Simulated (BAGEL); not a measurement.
**C2H3ClSi (SMILES ClC1=C[SiH2]1): B3LYP/6-31G(d) (density fitting with qzvpp-jkfit, spherical functions)**

Aim: the energy change on altering one bond length of C2H3ClSi at B3LYP/6-31G* (density fitting with qzvpp-jkfit, spherical functions), from 2 runs. 

The calculation is run with BAGEL 1.2.2.

**1. The system as given**

C2H3ClSi: 7 atoms, total charge 0, spin state singlet. SMILES: `ClC1=C[SiH2]1`. Geometry: relaxed at PBE0-D4/def2-TZVP.

Bond lengths: Cl1–C2 1.700 Å, C2–C3 1.327 Å, C2–Si4 1.804 Å, C3–Si4 1.819 Å, C3–H5 1.082 Å, Si4–H6 1.482 Å, Si4–H7 1.482 Å. Some angles: Cl1–C2–C3 135.8°, Cl1–C2–Si4 155.1°, C3–C2–Si4 69.2°, C2–C3–Si4 67.9°, C2–Si4–C3 43.0°, C2–C3–H5 137.0°, Si4–C3–H5 155.1°, C2–Si4–H6 121.6°, C2–Si4–H7 121.6°, C3–Si4–H6 121.6°.

**2. A single-point energy at B3LYP/6-31G(d) (density fitting with qzvpp-jkfit, spherical functions)**

The input, dft.json:

```json
{ "bagel" : [

{
  "title" : "molecule",
  "basis" : "6-31gs.json",
  "df_basis" : "qzvpp-jkfit",
  "angstrom" : true,
  "geometry" : [
    { "atom" : "Cl", "xyz" : [   -1.169200,   -2.293300,    0.411500 ] },
    { "atom" : "C", "xyz" : [   -0.358000,   -0.819900,    0.163200 ] },
    { "atom" : "C", "xyz" : [    0.836800,   -0.330000,    0.466700 ] },
    { "atom" : "Si", "xyz" : [   -0.185900,    0.871600,   -0.438900 ] },
    { "atom" : "H", "xyz" : [    1.727500,   -0.673800,    0.975600 ] },
    { "atom" : "H", "xyz" : [   -0.837800,    2.011300,    0.248800 ] },
    { "atom" : "H", "xyz" : [    0.047800,    1.166200,   -1.872600 ] }
  ]
},
{ "title" : "ks", "xc_func" : "b3lyp" },
{ "title" : "print", "file" : "orbitals.molden", "orbitals" : true }

]}
```

The basis set 6-31G* is read from a file made from the Basis Set Exchange's data (not shown).

The run is started by

```
$ BAGEL_NUM_THREADS=1 BAGEL dft.json > dft.out
```

Standard output:

```text
* using 1 threads per process

  ===============================================================
  ===============================================================

  *** Geometry ***

  { "atom" : "Cl", "xyz" : [     -2.209468,     -4.333709,      0.777622 ] },
  { "atom" : "C", "xyz" : [     -0.676522,     -1.549386,      0.308403 ] },
  { "atom" : "C", "xyz" : [      1.581323,     -0.623610,      0.881935 ] },
  { "atom" : "Si", "xyz" : [     -0.351300,      1.647085,     -0.829401 ] },
  { "atom" : "H", "xyz" : [      3.264502,     -1.273297,      1.843617 ] },
  { "atom" : "H", "xyz" : [     -1.583213,      3.800806,      0.470164 ] },
  { "atom" : "H", "xyz" : [      0.090329,      2.203799,     -3.538701 ] },

  Number of auxiliary basis functions:      460

  Since a DF basis is specified, we compute 2- and 3-index integrals:
    o Being stored without compression. Storage requirement is 0.018 GB

  Number of basis functions:       70
  Number of electrons      :       46

    * METHOD: MOLECULE                             0.21

  *** Kohn-Sham DFT ***

    * Removing 12306 points whose weight is below 1.00e-10
    * Grid points: 92036

  === Nuclear Repulsion ===
   179.9223186299

       - DIIS with orbital gradients will be used.

  === KS iteration (b3lyp / 6-31gs.json) ===
      0       -799.24080402          0.13140388           0.27
      1       -791.80933193          0.13289715           0.25
      2       -697.91593749          0.20617356           0.25
      3       -817.12612245          0.13605773           0.25
      4       -825.86615258          0.05662345           0.25
      5       -827.34406406          0.02091957           0.25
      6       -827.43021051          0.02221296           0.25
      7       -827.59268556          0.00615887           0.25
      8       -827.60379216          0.00476243           0.25
      9       -827.62035125          0.00031848           0.25
     10       -827.62041727          0.00003944           0.25
     11       -827.62041815          0.00001783           0.25
     12       -827.62041830          0.00000524           0.25
     13       -827.62041831          0.00000224           0.25
     14       -827.62041831          0.00000085           0.25
     15       -827.62041831          0.00000019           0.25
     16       -827.62041831          0.00000003           0.25
     17       -827.62041831          0.00000002           0.25
     18       -827.62041831          0.00000001           0.25
    * SCF iteration converged.

    * Permanent dipole moment:
           (   -0.317180,    -0.419683,     0.034765) a.u.

    * METHOD: KS                                   5.18

    * METHOD: PRINT                                0.01

  ===============================================================
```

Wall time 5.7 s (1 thread of Arm Neoverse V1, shared host); peak memory 0.34 GiB.

**3. The distorted shape, same level**

The input, input.json:

```json
{ "bagel" : [

{
  "title" : "molecule",
  "basis" : "6-31gs.json",
  "df_basis" : "qzvpp-jkfit",
  "angstrom" : true,
  "geometry" : [
    { "atom" : "Cl", "xyz" : [      -1.881732,      -2.018271,       0.004396 ] },
    { "atom" : "C", "xyz" : [      -1.070532,      -0.544871,      -0.243904 ] },
    { "atom" : "C", "xyz" : [       0.124268,      -0.054971,       0.059596 ] },
    { "atom" : "Si", "xyz" : [      -0.898432,       1.146629,      -0.846004 ] },
    { "atom" : "H", "xyz" : [       1.727500,      -0.673800,       0.975600 ] },
    { "atom" : "H", "xyz" : [      -1.550332,       2.286329,      -0.158304 ] },
    { "atom" : "H", "xyz" : [      -0.664732,       1.441229,      -2.279704 ] }
  ]
},

{ "title" : "ks", "xc_func" : "b3lyp" },

{ "title" : "print", "file" : "orbitals.molden", "orbitals" : true }

]}
```

The basis set 6-31G* is read from a file made from the Basis Set Exchange's data (not shown).

The run is started by

```
$ BAGEL_NUM_THREADS=1 BAGEL input.json > input.out
```

Standard output:

```text
* using 1 threads per process

  ===============================================================
  ===============================================================

  *** Geometry ***

  { "atom" : "Cl", "xyz" : [     -3.555958,     -3.813979,      0.008307 ] },
  { "atom" : "C", "xyz" : [     -2.023012,     -1.029657,     -0.460912 ] },
  { "atom" : "C", "xyz" : [      0.234832,     -0.103880,      0.112620 ] },
  { "atom" : "Si", "xyz" : [     -1.697790,      2.166815,     -1.598716 ] },
  { "atom" : "H", "xyz" : [      3.264502,     -1.273297,      1.843617 ] },
  { "atom" : "H", "xyz" : [     -2.929703,      4.320536,     -0.299151 ] },
  { "atom" : "H", "xyz" : [     -1.256161,      2.723528,     -4.308016 ] },

  Number of auxiliary basis functions:      460

  Since a DF basis is specified, we compute 2- and 3-index integrals:
    o Being stored without compression. Storage requirement is 0.018 GB

  Number of basis functions:       70
  Number of electrons      :       46

    * METHOD: MOLECULE                             0.21

  *** Kohn-Sham DFT ***

    * Removing 11616 points whose weight is below 1.00e-10
    * Grid points: 92726

  === Nuclear Repulsion ===
   177.1897392063

       - DIIS with orbital gradients will be used.

  === KS iteration (b3lyp / 6-31gs.json) ===
      0       -799.62044860          0.13076453           0.26
      1       -791.50102067          0.12919468           0.25
      2       -698.88620489          0.20029338           0.25
      3       -815.82453407          0.13007662           0.25
      4       -825.04801142          0.06897355           0.25
      5       -827.18169295          0.02266103           0.25
      6       -827.30495857          0.02319097           0.25
      7       -827.48828620          0.00280047           0.26
      8       -827.49265519          0.00201535           0.25
      9       -827.49477100          0.00083930           0.25
     10       -827.49510755          0.00019004           0.25
     11       -827.49512917          0.00004968           0.25
     12       -827.49513061          0.00000982           0.25
     13       -827.49513067          0.00000214           0.25
     14       -827.49513067          0.00000123           0.25
     15       -827.49513067          0.00000023           0.25
     16       -827.49513067          0.00000031           0.25
     17       -827.49513067          0.00000003           0.25
     18       -827.49513067          0.00000001           0.25
     19       -827.49513067          0.00000000           0.25
    * SCF iteration converged.

    * Permanent dipole moment:
           (    0.126778,    -0.543729,     0.269524) a.u.

    * METHOD: KS                                   5.43

    * METHOD: PRINT                                0.01

  ===============================================================
```

It took 6 s on 1 thread of Arm Neoverse V1, shared host; peak memory 0.34 GiB.

**4. What came out**

At B3LYP/6-31G* (density fitting with qzvpp-jkfit, spherical functions):

| quantity | value |
| --- | --- |
| first shape: total energy | -827.62042 Eh |
| first shape: dipole moment | 1.34 D |
| first shape: HOMO energy | -7.46 eV |
| first shape: LUMO energy | -0.39 eV |
| first shape: HOMO–LUMO gap | 7.07 eV |
| distorted shape: total energy | -827.49513 Eh |
| distorted shape: dipole moment | 1.58 D |
| distorted shape: HOMO energy | -7.27 eV |
| distorted shape: LUMO energy | -2.60 eV |
| distorted shape: HOMO–LUMO gap | 4.67 eV |
| energy change with the C3–H5 bond stretched from 1.082 to 1.947 Å | 3.409 eV |

In words: With the C3–H5 bond stretched from 1.082 to 1.947 Å the energy rises by 3.41 eV (329 kJ/mol). The first shape isn't relaxed at this level, so the change isn't measured from a minimum. A restricted reference can't describe the breaking bond well at this length.
